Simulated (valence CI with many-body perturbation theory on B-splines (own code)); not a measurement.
# Os: the cost of one run

The numbers are computed with an in-house CI+MBPT code version 3 (configuration interaction of the valence electrons, many-body perturbation theory for a frozen closed Dirac-Fock core, no-pair Dirac Hamiltonian, B-spline basis), except any that are marked as measured or tabulated.

**1. The atom as given**

```
element                                      : osmium (Z = 76, A = 192)
charge                                       : +43
frozen core                                  : [Ar] 3d10
start configuration of the valence electrons : 4s2 4p3
nuclear rms radius                           : 5.4126 fm
```

**2. The calculation**

The run's settings:

```ini
atom Os  Z=76  mass_number=192  rms_radius_fm=5.4126
core [Ar] 3d10
valence 4s2 4p3
avg = 1
basis = M
breit = 1
cap = 40000
capref = 1200
cscale = 1
de = 0.0
dress = 0
eps = 2e-08
h = 0.27
hh = 1
l2 = 3
lcore = 6
maxit = 60
n2 = 5
natural = 1
nlev = 45
nno = [5, 5, 5, 4, 2, 1]
nroot = 26
nsp = [4, 4, 3, 2, 1, 0]
pt2 = 1
qed = 1
rpa = 1
s1 = 1
s2 = 1
s3 = 1
screen = 1
tol = 2e-05
```

The run is started by

```bash
> python run_cv.py task.json out
```

task.json holds these settings.

Q: Estimate wall time and peak memory on 1 thread of Arm Neoverse V1, shared host.

About 4.4 min, with a peak of 1.3 GiB.
